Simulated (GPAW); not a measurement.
# Zr3O (P6_322) in GPAW: band structure with PBEsol

Aim: the band structure of Zr3O with PBEsol.

All numbers are computed with GPAW 26.7.0; they aren't measurements. Logs are shortened: lines on timing, memory, paths and dates and some standing lists are left out, and cuts for length are marked. The log counts tension as positive stress, the text compression.

### 1 Starting point

Symmetry: P6_322, No. 182, hexagonal system. The conventional cell has a = 5.617 Å, b = 5.617 Å, c = 5.185 Å, α = 90.00°, β = 90.00°, γ = 120.00°. Around Zr (site symmetry 2) lie 2 O at 2.28 Å. Around O (site symmetry 32) lie 6 Zr at 2.28 Å.

### 2 Band structure, PBEsol

The input, run.py:

```python
from ase import Atoms
from ase.dft.bandgap import bandgap
from ase.io import write
from ase.units import GPa
from gpaw import GPAW, PW, setup_paths

setup_paths.insert(0, '.')

atoms = Atoms(['Zr', 'Zr', 'Zr', 'Zr', 'Zr', 'Zr', 'O', 'O'],
              cell=[[5.6172, 0.0, 0.0],
                    [-2.8086, 4.8646378981, 0.0],
                    [0.0, 0.0, 5.185]],
              scaled_positions=[[0.0, 0.6667, 0.5],
                                [0.6667, 0.6667, 0.0],
                                [0.6667, 0.0, 0.5],
                                [0.0, 0.3333, 0.0],
                                [0.3333, 0.3333, 0.5],
                                [0.3333, 0.0, 0.0],
                                [0.6666666667, 0.3333333333, 0.75],
                                [0.3333333333, 0.6666666667, 0.25]],
              pbc=True)

calc = GPAW(mode=PW(800),
            xc='PBEsol',
            kpts={'size': (4, 4, 4), 'gamma': True},
            occupations={'name': 'fermi-dirac', 'width': 0.05},
            nbands=74,
            convergence={'density': 1e-05, 'energy': 1e-05},
            maxiter=150,
            txt='gpaw.txt')
atoms.calc = calc
energy = atoms.get_potential_energy()
forces = atoms.get_forces()
stress = atoms.get_stress()
calc.write('gs.gpw')
write('result.traj', atoms)
print(f'Energy: {energy:.6f} eV')
print('Forces (eV/A):')
print(forces.round(4))
print('Stress (GPa):', (stress / GPa).round(3))
print('Fermi level:', round(calc.get_fermi_level(), 4), 'eV')
print(f'Gap: {bandgap(calc)[0]:.4f} eV, direct: {bandgap(calc, direct=True)[0]:.4f} eV')

path = atoms.cell.bandpath('GMKGALHA,LM,KH', npoints=80, eps=1e-4)
bs_calc = calc.fixed_density(kpts=path, symmetry='off', nbands=106,
                             convergence={'bands': 'CBM+6.0', 'eigenstates': 1e-6}, txt='bands.txt')
bs = bs_calc.band_structure()
bs.write('bs.json')
print(f'Gap on the path: {bandgap(bs_calc)[0]:.4f} eV')
```

Potentials or basis: PAW data sets generated in the run's folder for this functional, pw.

The run is started by

```
$ gpaw-setup -f PBEsol O Zr
$ OMP_NUM_THREADS=1 python run.py
```

gpaw.txt:

```text
__  _  _
 | _ |_)|_||  |
 |__||  | ||/\| - 26.7.0

Input parameters:
  mode=PW(ecut=800.0),
  convergence={'density': 1e-05, 'energy': 1e-05},
  kpts=MonkhorstPack(size=(4, 4, 4), gamma=True),
  maxiter=150,
  nbands=74,
  occupations=Occupations(name='fermi-dirac', width=0.05),
  xc=XC(name='PBEsol')

Diagonalizing LCAO Hamiltonian
Converting LCAO to pw mode

         Zr         O
               Zr
              O      Zr

          Zr      Zr
                Zr

Atoms  # Å, Bohr magnetons
|   | symbol |         x |        y |        z |    initial magnetic moments |
|---|--------|-----------|----------|----------|-----------------------------|
| 0 |     Zr | -1.872494 | 3.243254 | 2.592500 | ( 0.0000,  0.0000,  0.0000) |
| 1 |     Zr |  1.872494 | 3.243254 | 0.000000 | ( 0.0000,  0.0000,  0.0000) |
| 2 |     Zr |  3.744987 | 0.000000 | 2.592500 | ( 0.0000,  0.0000,  0.0000) |
| 3 |     Zr | -0.936106 | 1.621384 | 0.000000 | ( 0.0000,  0.0000,  0.0000) |
| 4 |     Zr |  0.936106 | 1.621384 | 2.592500 | ( 0.0000,  0.0000,  0.0000) |
| 5 |     Zr |  1.872213 | 0.000000 | 0.000000 | ( 0.0000,  0.0000,  0.0000) |
| 6 |      O |  2.808600 | 1.621546 | 3.888750 | ( 0.0000,  0.0000,  0.0000) |
| 7 |      O | -0.000000 | 3.243092 | 1.296250 | ( 0.0000,  0.0000,  0.0000) |

Unit cell  # Å
| periodic |         x |        y |        z |  lengths |     angles |
|----------|-----------|----------|----------|----------|------------|
|      yes |  5.617200 | 0.000000 | 0.000000 | 5.617200 |  90.000000 |
|      yes | -2.808600 | 4.864638 | 0.000000 | 5.617200 |  90.000000 |
|      yes |  0.000000 | 0.000000 | 5.185000 | 5.185000 | 120.000000 |

Number of symmetries: 6
Symmetry operations  # r_c * U_cc + t_c -> r_c
|   | kind |            matrix            |
|---|------|------------------------------|
| 0 |  E   |  1, 0, 0,  0, 1, 0,  0, 0, 1 |
| 1 |  C2  |  1, 0, 0, -1,-1, 0,  0, 0,-1 |
| 2 |  C2  |  0, 1, 0,  1, 0, 0,  0, 0,-1 |
| 3 |  C3  |  0, 1, 0, -1,-1, 0,  0, 0, 1 |
| 4 |  C3  | -1,-1, 0,  1, 0, 0,  0, 0, 1 |
| 5 |  C2  | -1,-1, 0,  0, 1, 0,  0, 0,-1 |

BZ-sampling:
  Number of BZ points: 64
  Number of IBZ points: 13

  Monkhorst-Pack size: [4, 4, 4]
  Monkhorst-Pack shift: [0.125, 0.125, 0.125]

K-points  # in reciprocal-cell coordinates
|     |                                coordinates |     weight |
|-----|--------------------------------------------|------------|
|   0 | (  0.00000000,   0.00000000,   0.00000000) | 0.01562500 |
|   1 | (  0.00000000,   0.00000000,   0.25000000) | 0.03125000 |
|   2 | (  0.00000000,   0.00000000,   0.50000000) | 0.01562500 |
|   3 | (  0.25000000,   0.00000000,  -0.25000000) | 0.09375000 |
|   4 | (  0.25000000,   0.00000000,   0.00000000) | 0.09375000 |
|   5 | (  0.25000000,   0.00000000,   0.25000000) | 0.09375000 |
|   6 | (  0.25000000,   0.00000000,   0.50000000) | 0.09375000 |
|   7 | (  0.50000000,   0.25000000,   0.00000000) | 0.09375000 |
|   8 | (  0.50000000,   0.25000000,   0.25000000) | 0.18750000 |
|   9 | (  0.50000000,   0.25000000,   0.50000000) | 0.09375000 |
| ... |                                            |            |
|  12 | (  0.50000000,   0.50000000,   0.50000000) | 0.04687500 |

Plane wave coefficients: 7301
Cutoff: 800.0 eV

Spin-components: 1 (collinear spins)
Bands:           74
Projectors:      46
Spin-degeneracy: 2
Datatype:        complex128

Parallelization:
  kpt:    1
  domain: 1
  band:   1

Density:
  Valence electrons: 84.0
  Components: 1
  Grid points: [40 40 35]
  Charge: 0.0  # |e|

Potential:
  Grid points: [40 40 35]

species:
  Zr:
    name:    Zirconium
    Z:       40.0
    valence: 12
    core:    28
    charge:  0.0  # [|e|]
    compensation charges:
      type: gauss
      rc: 0.40  # [Å]
      lmax: 2
    cutoffs:
      filter: 2.39  # [Å]
      core: 1.59  # [Å]
    projectors
    | kind |    occ | energy [eV] | rcut [Å] |
    |------|--------|-------------|----------|
    |   4s |  2.000 |     -54.429 |    1.323 |
    |   5s |  2.000 |      -4.463 |    1.323 |
    |   4p |  6.000 |     -32.434 |    1.334 |
    |   5p |  0.000 |      -1.454 |    1.334 |
    |   4d |  2.000 |      -3.613 |    1.244 |
    |    d |        |      23.598 |    1.244 |

    Using partial waves for Zr as LCAO basis

  O:
    name:    Oxygen
    Z:       8.0
    valence: 6
    core:    2
    charge:  0.0  # [|e|]
    compensation charges:
      type: gauss
      rc: 0.21  # [Å]
      lmax: 2
    cutoffs:
      filter: 1.17  # [Å]
      core: 0.83  # [Å]
    projectors
    | kind |    occ | energy [eV] | rcut [Å] |
    |------|--------|-------------|----------|
    |   2s |  2.000 |     -23.808 |    0.688 |
    |   2p |  4.000 |      -8.972 |    0.598 |
    |    s |        |       3.404 |    0.688 |
    |    p |        |      18.239 |    0.598 |
    |    d |        |       0.000 |    0.619 |

    Using partial waves for O as LCAO basis

Reference energy: -591095.039157  # eV

eigensolver:
  PPCG
  Converge bands: occupied
  niter=2

density mixing:
  MSR1-Mixer
  Pratt-step length: 0.05
  Maximum mixing coefficient: 0.75
  Old densities: 10
  SVD Regularization: 0.005
  Good broyden scale: 1.0
  Trust region scale: 1.0
  Backstep threshold: 4.0
  History deletion threshold: 6.0
  Fourier metric: weight=20.0, sigma=0.015

occupation numbers:
  Fermi-Dirac:
    width: 0.0500  # eV

poisson solver:
  ecut: 6400.0  # eV

xc functional:
  name: PBEsol with 2 nearest neighbor stencil

convergence criteria:
- Maximum integral of absolute [dens]ity change: 1e-05 electrons / valence electron
- Maximum [total energy] change in last 3 cyles: 1e-05 eV / valence electron
- Maximum integral of absolute [eigenst]ate change: 4e-08 eV^2 / valence electron
maximum number of iterations: 150

SCF iterations
|iter     | |      energy | eigst |  dens |
|---------|-|-------------|-------|-------|
|iter:   1| |  -72.344428 | +0.55 |       |
|iter:   2| |  -71.894785 | -0.88 | -1.20 |
|iter:   3| |  -70.515432 | -0.88 | -1.24 |
|iter:   4| |  -70.434309 | -1.64 | -1.74 |
|iter:   5| |  -70.416073 | -2.45 | -1.96 |
|iter:   6| |  -70.420186 | -3.44 | -2.37 |
|iter:   7| |  -70.420363 | -4.14 | -2.95 |
|iter:   8| |  -70.420178c| -5.06 | -3.19 |
|iter:   9| |  -70.420174c| -6.29 | -3.82 |
|iter:  10| |  -70.420173c| -7.21 | -4.29 |
|iter:  11| |  -70.420173c| -7.93c| -5.15c|

Converged in 11 steps
Energy contributions relative to reference atoms: (reference = -591095.039157)

Energy contributions:
  Kinetic:          32.094863
  Coulomb:         -39.472155
  Zero:              2.544633
  External:          0.000000
  Xc:              -65.566454
  Entropy:          -0.042119
  Spinorbit:         0.000000
  ----------------------------
  Free energy:     -70.441233
  Extrapolated:    -70.420173

dipole moment: (-20.515244, -35.533445, -56.810271)  # |e|*Ang

Fermi level: 10.098
Eigenvalues  # (at kpt = [0.000, 0.000, 0.000])
| band index |      eig [eV] | occ [0-2] |
|------------|---------------|-----------|
|          0 |       -38.661 |     2.000 |
|        ... |               |           |
|         32 |         5.481 |     2.000 |
|         33 |         8.264 |     2.000 |
|         34 |         8.677 |     2.000 |
|         35 |         8.731 |     2.000 |
|         36 |         8.731 |     2.000 |
|         37 |         8.746 |     2.000 |
[... 8 lines left out ...]
|         46 |        11.464 |     0.000 |
|         47 |        11.464 |     0.000 |
|        ... |               |           |
|         73 |        22.194 |     0.000 |

No gap
No difference between direct/indirect transitions

Forces  # eV/Ang
|        x |        y |        z |
|----------|----------|----------|
|  0.32231 | -0.55826 | -0.00000 |  # Zr   0
| -0.32233 | -0.55829 |  0.00000 |  # Zr   1
| -0.64463 |  0.00000 |  0.00000 |  # Zr   2
| -0.32233 |  0.55829 |  0.00000 |  # Zr   3
|  0.32231 |  0.55826 |  0.00000 |  # Zr   4
|  0.64466 |  0.00000 |  0.00000 |  # Zr   5
| -0.00000 | -0.00000 |  0.00005 |  # O    6
|  0.00000 |  0.00000 | -0.00005 |  # O    7

Stress tensor  # eV/Ang^3
|        x |        y |        z |
|----------|----------|----------|
| 0.026133 | 0.000000 | 0.000000 |
| 0.000000 | 0.026133 | 0.000000 |
| 0.000000 | 0.000000 | 0.020836 |

# Writing to gs.gpw (mode='')
```

stdout:

```text
Energy: -70.420173 eV
Forces (eV/A):
[[ 3.223e-01 -5.583e-01 -0.000e+00]
 [-3.223e-01 -5.583e-01  0.000e+00]
 [-6.446e-01  0.000e+00  0.000e+00]
 [-3.223e-01  5.583e-01  0.000e+00]
 [ 3.223e-01  5.583e-01  0.000e+00]
 [ 6.447e-01  0.000e+00  0.000e+00]
 [-0.000e+00 -0.000e+00  1.000e-04]
 [ 0.000e+00  0.000e+00 -1.000e-04]]
Stress (GPa): [4.187 4.187 3.338 0.    0.    0.   ]
Fermi level: 10.0977 eV
Gap: 0.0000 eV, direct: 0.0000 eV
Gap on the path: 0.0000 eV
```

bands.txt:

```text
Diagonalizing LCAO Hamiltonian
Converting LCAO to pw mode
convergence criteria:
- Maximum integral of absolute [eigenst]ate change: 1e-06 eV^2 / valence electron
maximum number of iterations: 150

SCF iterations
|iter     | |      energy | eigst |  dens |
|---------|-|-------------|-------|-------|
|iter:   1| |             | +1.02 |       |
[... 87 lines left out ...]
         [0.33333333, 0.33333333, 0.11111111],
         [0.33333333, 0.33333333, 0.16666667],
         [0.33333333, 0.33333333, 0.22222222],
         [0.33333333, 0.33333333, 0.27777778],
         [0.33333333, 0.33333333, 0.33333333],
         [0.33333333, 0.33333333, 0.38888889],
         [0.33333333, 0.33333333, 0.44444444],
         [0.33333333, 0.33333333, 0.5       ]])),
  maxiter=150,
  nbands=106,
  occupations=Occupations(name='fermi-dirac', width=0.05),
  symmetry=Symmetry(point_group=False, time_reversal=False),
  xc=XC(name='PBEsol')
```

Run time: 17 min. Hardware: 1 thread of Arm Neoverse V2, shared host; peak memory 1.6 GiB.

Results:

```yaml
Free_energy: -70.4412 eV
Pressure: -3.9 GPa
Largest_force: 0.645 eV/Å
Band_gap_along_the_path: none (metal or under the smearing width)
```

Forces on the atoms (eV/Å):
```
Zr   0.322 -0.558  0.000
Zr  -0.322 -0.558  0.000
Zr  -0.645  0.000  0.000
Zr  -0.322  0.558  0.000
Zr   0.322  0.558  0.000
Zr   0.645  0.000  0.000
O    0.000  0.000  0.000
O    0.000  0.000  0.000
```

Levels at the corners of the path, in eV from the Fermi level:
```tsv
point	band 40	band 41	band 42	band 43	band 44	band 45
Γ	-0.95	0.12	0.65	0.65	0.76	0.83
M	-0.84	-0.63	-0.43	0.60	0.92	1.14
K	-0.71	-0.71	-0.35	0.85	0.85	0.92
Γ	-0.95	0.12	0.65	0.65	0.76	0.83
A	-0.20	-0.05	-0.05	0.02	0.02	0.07
L	-0.89	-0.39	-0.39	0.13	0.13	1.02
H	-0.98	-0.58	-0.58	0.26	0.26	1.17
A	-0.20	-0.05	-0.05	0.02	0.02	0.07
L	-0.89	-0.39	-0.39	0.13	0.13	1.02
M	-0.84	-0.63	-0.43	0.60	0.92	1.14
K	-0.71	-0.71	-0.35	0.85	0.85	0.92
H	-0.98	-0.58	-0.58	0.26	0.26	1.17
```

Caveat: the cell's inner coordinates are idealised or old, which leaves forces on the atoms.

### 3 The reference run

An earlier run on the cell as given: functional PBEsol; potentials or basis PAW data sets generated in the run's folder for this functional; cutoff 800 eV; basis pw; k mesh 6 × 6 × 5; occupations fermi-dirac, width 0.05 eV; no spin polarisation.

* Pressure: -3.9 GPa
* Largest force: 0.620 eV/Å
* Band gap on the k mesh: none (metal or under the smearing width)
